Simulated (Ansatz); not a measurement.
**BrH₂OSn radical: an energy map over bond length Sn2–Br3 and angle Br3–Sn2–O1**

How does the energy of BrH2OSn, SMILES [OH][SnH][Br], spin multiplicity 2 change over two coordinates at once? A grid of runs gives the map.

Method: UKS PBE-D4/def2-SVP; program: Ansatz 0.2.0.

### 1 The system as given

SMILES `[OH][SnH][Br]`, 5 atoms, charge 0, spin multiplicity 2.

Atoms are counted from 1 here; the program's logs count them from 0.

Bond lengths: O1–Sn2 2.024 Å, O1–H4 0.978 Å, Sn2–Br3 2.559 Å, Sn2–H5 1.771 Å. Angles: Sn2–O1–H4 111.5°, O1–Sn2–Br3 107.5°, O1–Sn2–H5 100.8°, Br3–Sn2–H5 106.9°.

Coordinates:

```xyz
5
BrH2OSn
O    -1.3475    0.3821   -0.3651
Sn    0.6559    0.1424   -0.5242
Br    1.3279   -1.7670    1.0419
H    -1.8161   -0.4754   -0.4117
H     1.2297    1.6443    0.2177
```

This geometry comes from a loose relaxation at PBE in a small basis, which is not shown.

### 2 The minimum at this level

File input.yaml:

```yaml
crystal:
  periodic: [false, false, false]
  atoms:
    - { symbol: O, position_ang: [-1.347462, 0.382115, -0.365118] }
    - { symbol: Sn, position_ang: [0.655861, 0.142415, -0.524231] }
    - { symbol: Br, position_ang: [1.327868, -1.767045, 1.041937] }
    - { symbol: H, position_ang: [-1.816092, -0.475403, -0.411726] }
    - { symbol: H, position_ang: [1.229724, 1.644318, 0.217738] }
magnetization:
  spin_polarized: true
  initial_magnetization: 1
basis:
  gaussian: { orbitals: def2-SVP }
hamiltonian:
  xc: pbe
  dispersion: d4
output:
  forces: true
relax:
  f_tol: 0.003
  max_steps: 120
```

Started as:

```console
> ansatz run input.yaml --threads 1 --pin off --max-ram 2560MiB --backend cpu --events-out ev --progress --plain --runs-dir out
```

Output (excerpt; [...] marks lines left out):

```text
Warning: RAYON_NUM_THREADS=1 ignored (pool sized by the plan → 1); use --threads N
[...]
Functional definition: PBE
[...]
895 factors; their error is unknown
[...]
mean field -77935.15699195 eV, -2864.0641931073 hartree, gradient 1.9e-5 eV, S^2 0.752385; 0 other end points of the search recorded, 0 dependent functions left out
[...]
reference -77935.15702623 eV, -2864.0641943672 hartree; 34, 33 occupied and 48, 49 virtual orbitals, 895 factors
relax step   1: F+E_penalty+E_count = -77935.26405971 eV  Δ(F+E_penalty+E_count) = +0.000e0 eV  max|allowed force component| = 1.456e-2 eV/Å  Δτ_max = 0.0000 Å  (29 SCF iters, accepted)
[...]
relax step   4: F+E_penalty+E_count = -77935.26438274 eV  Δ(F+E_penalty+E_count) = -8.941e-6 eV  max|allowed force component| = 4.896e-3 eV/Å  Δτ_max = 0.0040 Å  (26 SCF iters, accepted)
[...]
relax step   5: F+E_penalty+E_count = -77935.26438342 eV  Δ(F+E_penalty+E_count) = -6.737e-7 eV  max|allowed force component| = 1.932e-3 eV/Å  Δτ_max = 0.0004 Å  (21 SCF iters, accepted)
895 factors; their error is unknown
mean field -77935.15717068 eV, -2864.0641996757 hartree, gradient 1.6e-5 eV, S^2 0.752425; 1 other end points of the search recorded, 0 dependent functions left out
[...]
reference -77935.15720497 eV, -2864.0642009357 hartree; 34, 33 occupied and 48, 49 virtual orbitals, 895 factors
Total energy: -77935.26441770 eV, -2864.0681409311 hartree
Atom 0 at    -1.344219     0.380062    -0.377286 Å, force    -0.001932    -0.000580     0.000011 eV/Å
Atom 1 at     0.660623     0.149397    -0.525477 Å, force     0.000416    -0.000429    -0.000012 eV/Å
Atom 2 at     1.307953    -1.774203     1.035589 Å, force     0.000166    -0.000113     0.000066 eV/Å
Atom 3 at    -1.802451    -0.484401    -0.391193 Å, force     0.001283     0.001057    -0.000070 eV/Å
Atom 4 at     1.227993     1.655544     0.216966 Å, force     0.000067     0.000065     0.000005 eV/Å
Dipole moment:    -0.004604     0.048104    -0.332507 e Å
```

Run time: 18 s. Hardware: 1 thread of Arm Neoverse V2, shared host; peak memory 0.17 GiB.

Relaxation path:

| step | energy from step 1 (eV) | largest force component (eV/Å) |
| --- | --- | --- |
| 1 | 0.0000 | 0.0146 |
| 2 | -0.0003 | 0.0054 |
| 3 | -0.0003 | 0.0074 |
| 4 | -0.0003 | 0.0049 |
| 5 | -0.0003 | 0.0019 |

Distances of close pairs at the start and the end, largest changes first:

| bond | before (Å) | after (Å) | change (Å) |
| --- | --- | --- | --- |
| Sn2–H5 | 1.771 | 1.772 | +0.002 |
| Sn2–Br3 | 2.559 | 2.561 | +0.001 |
| O1–Sn2 | 2.024 | 2.024 | -0.000 |
| O1–H4 | 0.978 | 0.979 | +0.000 |

### 3 Setting up the map

The axes are (1) bond length Sn2–Br3: 11 values from 2.151 to 3.329 Å; (2) angle Br3–Sn2–O1: 11 values from 62 to 152 °.

Nothing else is relaxed (all other coordinates rigid). Energies count from the relaxed molecule at the same level. Points are written as (first, second).

Of the runs on the grid, 3 are shown in the steps below; the others differ only in the two coordinates.

### 4 The run at (2.504 Å, 107°)

File input.yaml:

```yaml
crystal:
  periodic: [false, false, false]
  atoms:
    - { symbol: O, position_ang: [-1.344219, 0.380062, -0.377286] }
    - { symbol: Sn, position_ang: [0.660623, 0.149397, -0.525477] }
    - { symbol: Br, position_ang: [1.291738, -1.731971, 1.001665] }
    - { symbol: H, position_ang: [-1.802451, -0.484401, -0.391193] }
    - { symbol: H, position_ang: [1.227993, 1.655544, 0.216966] }
magnetization:
  spin_polarized: true
  initial_magnetization: 1
basis:
  gaussian: { orbitals: def2-SVP }
hamiltonian:
  xc: pbe
  dispersion: d4
output:
  forces: true
```

Started as:

```console
> ansatz run input.yaml --threads 1 --pin off --max-ram 2560MiB --backend cpu --events-out ev --progress --plain --runs-dir out
```

Output (excerpt; [...] marks lines left out):

```text
Warning: RAYON_NUM_THREADS=1 ignored (pool sized by the plan → 1); use --threads N
[...]
Functional definition: PBE
[...]
895 factors; their error is unknown
[...]
mean field -77935.14028534 eV, -2864.0635791507 hartree, gradient 1.7e-5 eV, S^2 0.752372; 0 other end points of the search recorded, 0 dependent functions left out
[...]
reference -77935.14031951 eV, -2864.0635804066 hartree; 34, 33 occupied and 48, 49 virtual orbitals, 895 factors
Total energy: -77935.24842431 eV, -2864.0675531846 hartree
Atom 0 at    -1.344219     0.380062    -0.377286 Å, force    -0.028331     0.003053    -0.002483 eV/Å
Atom 1 at     0.660623     0.149397    -0.525477 Å, force    -0.126897     0.444797    -0.348169 eV/Å
Atom 2 at     1.291738    -1.731971     1.001665 Å, force     0.151339    -0.442235     0.356677 eV/Å
Atom 3 at    -1.802451    -0.484401    -0.391193 Å, force     0.006776     0.003793     0.000324 eV/Å
Atom 4 at     1.227993     1.655544     0.216966 Å, force    -0.002888    -0.009408    -0.006348 eV/Å
Dipole moment:     0.013019     0.006472    -0.300369 e Å
```

Wall time 3.2 s (1 thread of Arm Neoverse V2, shared host); peak memory 0.13 GiB.

Energy on the map's scale: 0.37 kcal/mol.

### 5 Point (2.504 Å, 116°)

input.yaml: that of step 4 with these lines changed.

```diff
@@ -5,3 +5,3 @@
     - { symbol: Sn, position_ang: [0.660623, 0.149397, -0.525477] }
-    - { symbol: Br, position_ang: [1.291738, -1.731971, 1.001665] }
+    - { symbol: Br, position_ang: [1.659589, -1.666058, 0.880299] }
     - { symbol: H, position_ang: [-1.802451, -0.484401, -0.391193] }
```

Started as:

```console
> ansatz run input.yaml --threads 1 --pin off --max-ram 2560MiB --backend cpu --events-out ev --progress --plain --runs-dir out
```

Output (excerpt; [...] marks lines left out):

```text
Warning: RAYON_NUM_THREADS=1 ignored (pool sized by the plan → 1); use --threads N
[...]
Functional definition: PBE
[...]
895 factors; their error is unknown
[...]
mean field -77935.11170129 eV, -2864.0625287063 hartree, gradient 1.7e-5 eV, S^2 0.752258; 0 other end points of the search recorded, 0 dependent functions left out
[...]
reference -77935.11173581 eV, -2864.0625299751 hartree; 34, 33 occupied and 48, 49 virtual orbitals, 895 factors
Total energy: -77935.21744369 eV, -2864.0664146679 hartree
Atom 0 at    -1.344219     0.380062    -0.377286 Å, force    -0.038945    -0.136329     0.166294 eV/Å
Atom 1 at     0.660623     0.149397    -0.525477 Å, force     0.025599     0.620432    -0.491424 eV/Å
Atom 2 at     1.659589    -1.666058     0.880299 Å, force     0.097552    -0.477692     0.385915 eV/Å
Atom 3 at    -1.802451    -0.484401    -0.391193 Å, force    -0.040497     0.006181    -0.025026 eV/Å
Atom 4 at     1.227993     1.655544     0.216966 Å, force    -0.043708    -0.012591    -0.035759 eV/Å
Dipole moment:    -0.067733    -0.023886    -0.265993 e Å
```

Wall time 3 s (1 thread of Arm Neoverse V2, shared host); peak memory 0.13 GiB.

On the map this point reads 1.1 kcal/mol.

### 6 The run at (2.858 Å, 125°)

input.yaml: that of step 5 with these lines changed.

```diff
@@ -5,3 +5,3 @@
     - { symbol: Sn, position_ang: [0.660623, 0.149397, -0.525477] }
-    - { symbol: Br, position_ang: [1.659589, -1.666058, 0.880299] }
+    - { symbol: Br, position_ang: [2.192596, -1.796461, 0.901006] }
     - { symbol: H, position_ang: [-1.802451, -0.484401, -0.391193] }
```

Started as:

```console
> ansatz run input.yaml --threads 1 --pin off --max-ram 2560MiB --backend cpu --events-out ev --progress --plain --runs-dir out
```

Output (excerpt; [...] marks lines left out):

```text
Warning: RAYON_NUM_THREADS=1 ignored (pool sized by the plan → 1); use --threads N
[...]
Functional definition: PBE
[...]
895 factors; their error is unknown
[...]
mean field -77934.80264602 eV, -2864.0511711348 hartree, gradient 7.8e-6 eV, S^2 0.752687; 2 other end points of the search recorded, 0 dependent functions left out
[...]
reference -77934.80268163 eV, -2864.0511724434 hartree; 34, 33 occupied and 48, 49 virtual orbitals, 895 factors
Total energy: -77934.90218637 eV, -2864.0548291751 hartree
Atom 0 at    -1.344219     0.380062    -0.377286 Å, force     0.039660    -0.160535     0.251132 eV/Å
Atom 1 at     0.660623     0.149397    -0.525477 Å, force     1.017516    -0.795353     0.473538 eV/Å
Atom 2 at     2.192596    -1.796461     0.901006 Å, force    -0.903559     0.894490    -0.637199 eV/Å
Atom 3 at    -1.802451    -0.484401    -0.391193 Å, force    -0.091343    -0.001462    -0.061953 eV/Å
Atom 4 at     1.227993     1.655544     0.216966 Å, force    -0.062273     0.062860    -0.025518 eV/Å
Dipole moment:    -0.314089     0.169415    -0.387781 e Å
```

It took 3.7 s on 1 thread of Arm Neoverse V2, shared host; peak memory 0.13 GiB.

Energy on the map's scale: 8.4 kcal/mol.

### 7 Energy over the grid

121 points were computed. Energies in kcal/mol, from the relaxed molecule at the same level:

```tsv
angle Br3–Sn2–O1 (°) ↓, bond length Sn2–Br3 (Å) →	2.151	2.269	2.386	2.504	2.622	2.740	2.858	2.975	3.093	3.211	3.329
152	51.2	30.7	19.4	14.0	12.5	13.4	15.7	18.8	22.2	25.6	28.9
143	45.2	25.4	14.7	9.9	8.9	10.2	13.0	16.4	20.2	23.9	27.5
134	39.9	20.6	10.5	6.1	5.6	7.3	10.5	14.2	18.3	22.3	26.1
125	35.9	16.9	7.1	3.1	2.9	4.9	8.4	12.4	16.7	20.9	25.0
116	33.3	14.5	4.9	1.1	1.0	3.3	6.9	11.1	15.6	20.0	24.1
107	32.5	13.8	4.2	0.4	0.4	2.7	6.4	10.6	15.2	19.6	23.8
98	34.0	15.0	5.2	1.3	1.1	3.3	6.9	11.1	15.5	19.9	24.1
89	38.6	18.9	8.6	4.2	3.6	5.5	8.7	12.6	16.9	21.0	25.0
80	48.2	27.2	15.7	10.2	8.7	9.8	12.3	15.6	19.3	23.1	26.6
71	67.6	43.8	29.7	21.9	18.4	17.7	18.7	20.8	23.5	26.4	29.3
62	100.5	72.0	53.4	41.5	34.3	30.3	28.6	28.4	29.1	30.5	32.2
```

The dipole moment (D) at each point:

```csv
"angle Br3–Sn2–O1 (°) ↓, bond length Sn2–Br3 (Å) →",2.151,2.269,2.386,2.504,2.622,2.740,2.858,2.975,3.093,3.211,3.329
152,1.85,1.60,1.60,1.83,2.19,2.58,2.96,3.29,3.56,3.78,3.93
143,1.78,1.48,1.41,1.61,1.96,2.37,2.76,3.11,3.40,3.63,3.80
134,1.69,1.34,1.24,1.43,1.79,2.20,2.61,2.97,3.28,3.53,3.71
125,1.60,1.24,1.13,1.32,1.69,2.12,2.53,2.90,3.22,3.47,3.65
116,1.53,1.19,1.11,1.32,1.70,2.13,2.54,2.90,3.22,3.46,3.65
107,1.50,1.22,1.21,1.44,1.82,2.23,2.63,2.99,3.29,3.52,3.70
98,1.51,1.34,1.40,1.66,2.03,2.43,2.80,3.14,3.42,3.63,3.79
89,1.58,1.52,1.66,1.95,2.31,2.68,3.04,3.35,3.61,3.80,3.93
80,1.69,1.76,1.96,2.27,2.63,2.99,3.32,3.61,3.84,4.01,4.12
71,1.73,1.88,2.13,2.44,2.79,3.14,3.46,3.75,3.99,4.18,4.31
62,1.10,1.08,1.26,1.59,1.97,2.37,2.76,3.12,3.45,3.72,3.94
```

### 8 Summary of results

| quantity | value |
| --- | --- |
| lowest point | (2.504 Å, 107°), 0.37 kcal/mol |
| highest computed point | (2.151 Å, 62°), 100.2 kcal/mol above the lowest |
| dipole moment (D) | 1.08 at (2.269 Å, 62°) to 4.31 at (3.329 Å, 71°); 1.44 at the lowest point |
| time for the whole task | 14 min on 1 thread, shared host |

In words: The lowest computed point is at (2.504 Å, 107°), 0.37 kcal/mol from the relaxed molecule at the same level. The grid is coarse, so the lowest point of the scanned range may lie between grid points; coordinates that were held can hide deeper minima. No other kind of well shows on this grid. The highest computed point, (2.151 Å, 62°), lies 100.2 kcal/mol above the lowest. Round the minimum the two coordinates are nearly uncoupled.
